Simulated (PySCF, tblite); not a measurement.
# C3H5F3S: infrared bands and NMR shifts

Wanted: the infrared bands and NMR shifts of C3H5F3S (`CSCC(F)(F)F`), by calculation.

The runs use tblite 0.8.0 and PySCF 2.14.0, with density-fitted response routines of our own; the level of theory stands in each step. All values are computed, except where a source is named. Atoms are numbered from 0 throughout.

## (1) Starting geometry

12 atoms, charge 0, multiplicity 1; geometry from: GFN2-xTB.

Bonds of the start (Å): C0–S1 1.82, S1–C2 1.82, C2–C3 1.52, C3–F4 1.35, C3–F5 1.33, C3–F6 1.34, C0–H7 1.09, C0–H8 1.09, C0–H9 1.08, C2–H10 1.09, C2–H11 1.09.

## (2) Harmonic vibrations with GFN2-xTB

What the job is given:

```
{"job": {"kind": "ir", "xc": "GFN2-xTB", "basis": "xTB"}, "charge": 0, "multiplicity": 1}
C      1.755176    -0.406956     0.711132
S      1.198488     0.812909    -0.513370
C     -0.577964     0.889886    -0.119439
C     -1.374043    -0.242919    -0.739055
F     -2.687454    -0.095388    -0.482039
F     -1.248948    -0.307989    -2.065826
F     -1.036896    -1.448444    -0.257406
H      1.508663    -0.057448     1.709742
H      1.303623    -1.373214     0.511604
H      2.832230    -0.471812     0.597725
H     -0.951182     1.827406    -0.531386
H     -0.720495     0.873284     0.961199
```

**Question.** This job is followed by: GIAO PBE0/pcSseg-1 NMR shielding, non-relativistic, gas phase. Predict these results of the whole session: strongest single infrared mode (GFN2-xTB); zero-point energy (GFN2-xTB); ¹³C shifts against TMS (PBE0/pcSseg-1); ¹H shifts against TMS (PBE0/pcSseg-1, means over atoms taken as alike); ³³S shifts against CS2 (PBE0/pcSseg-1); ¹⁹F shifts against CFCl3 (PBE0/pcSseg-1, means over atoms taken as alike).

**Answer**, as computed:

```
                                                                 quantity                  value
                                strongest single infrared mode (GFN2-xTB)  1037 cm⁻¹, 278 km/mol
                                             zero-point energy (GFN2-xTB)          49.0 kcal/mol
                                   ¹³C shifts against TMS (PBE0/pcSseg-1)  135.6, 43.6, 22.3 ppm
   ¹H shifts against TMS (PBE0/pcSseg-1, means over atoms taken as alike)         2.89, 2.27 ppm
                                   ³³S shifts against CS2 (PBE0/pcSseg-1)                -60 ppm
¹⁹F shifts against CFCl3 (PBE0/pcSseg-1, means over atoms taken as alike)              -82.2 ppm
```

All 30 modes are real, so the xTB geometry is a minimum. The strongest single mode, at 1037 cm⁻¹, moves mainly C3. GFN2-xTB is a fitted tight-binding method: band positions and strengths are rough. Its intensities can rank the bands wrongly. At PBE0/pcSseg-1: The widest tensor belongs to S1: span 334 ppm, with a paramagnetic part of -492 ppm.
